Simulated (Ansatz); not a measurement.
# Cl2H2NSi radical: basis-set convergence

An exercise on one series of results from a longer session: the logs are not shown, and one member is left open.

Program: Ansatz 0.2.0, Gaussian basis. Level of theory: one geometry, several basis sets. These are calculated values, not measurements.

Plan: PBE0-D4/def2-SVP; ωB97M-V/def2-SVP; PBE0-D4/def2-QZVPP; ωB97M-V/def2-QZVPP; the functionals' def2-TZVPP values are taken from earlier runs.

## Structure used throughout

The geometry comes from an earlier relaxation with PBE0-D4 in a triple-zeta def2 set; it is a stationary point.

SMILES `N[Si](Cl)Cl`, 6 atoms, charge 0, spin multiplicity 2.

Atoms are counted from 1 here; the program's logs count them from 0.

Bond lengths: N1–Si2 1.704 Å, N1–H5 1.008 Å, N1–H6 1.008 Å, Si2–Cl3 2.060 Å, Si2–Cl4 2.060 Å. Angles: Si2–N1–H5 120.2°, Si2–N1–H6 120.1°, H5–N1–H6 112.7°, N1–Si2–Cl3 107.0°, N1–Si2–Cl4 107.0°, Cl3–Si2–Cl4 111.6°.

The first run:

The input, in.yaml:

```yaml
crystal:
  periodic: [false, false, false]
  atoms:
    - {symbol: N, position_ang: [-0.044379, 0.895349, -0.153618]}
    - {symbol: Si, position_ang: [-0.339650, -0.701377, 0.363168]}
    - {symbol: Cl, position_ang: [1.300246, -1.294116, 1.459197]}
    - {symbol: Cl, position_ang: [-0.574056, -1.849602, -1.330486]}
    - {symbol: H, position_ang: [0.310886, 1.580233, 0.495221]}
    - {symbol: H, position_ang: [-0.610948, 1.305511, -0.879582]}
basis:
  gaussian: {orbitals: def2-SVP}
magnetization: {spin_polarized: true, initial_magnetization: 1}
hamiltonian: {xc: pbe0, dispersion: d4}
output: {orbitals: {seedname: orbitals}}
```

Among the steps run: PBE0-D4 in def2-SVP; ωB97M-V in def2-SVP; PBE0-D4 in def2-QZVPP; ωB97M-V in def2-QZVPP.

One of the session's tables, all rows but one given; the rest of the session is left out.

It belongs to the step «Functionals by basis». 

| functional | basis | HOMO (eV) | LUMO (eV) |
| --- | --- | --- | --- |
| PBE0-D4 | def2-SVP | -5.98 | -2.39 |
| PBE0-D4 | def2-TZVPP | -6.16 | -2.52 |
| PBE0-D4 | def2-QZVPP | -6.22 | -2.60 |
| ωB97M-V | def2-SVP | -7.72 | -0.72 |
| ωB97M-V | def2-TZVPP | -7.93 | -0.93 |
| ωB97M-V | def2-QZVPP | ? | ? |

Q: Estimate the row for ωB97M-V, def2-QZVPP from the others.

As computed: HOMO (eV): -8.00; LUMO (eV): -1.06. In the column «HOMO (eV)» it is the lowest.
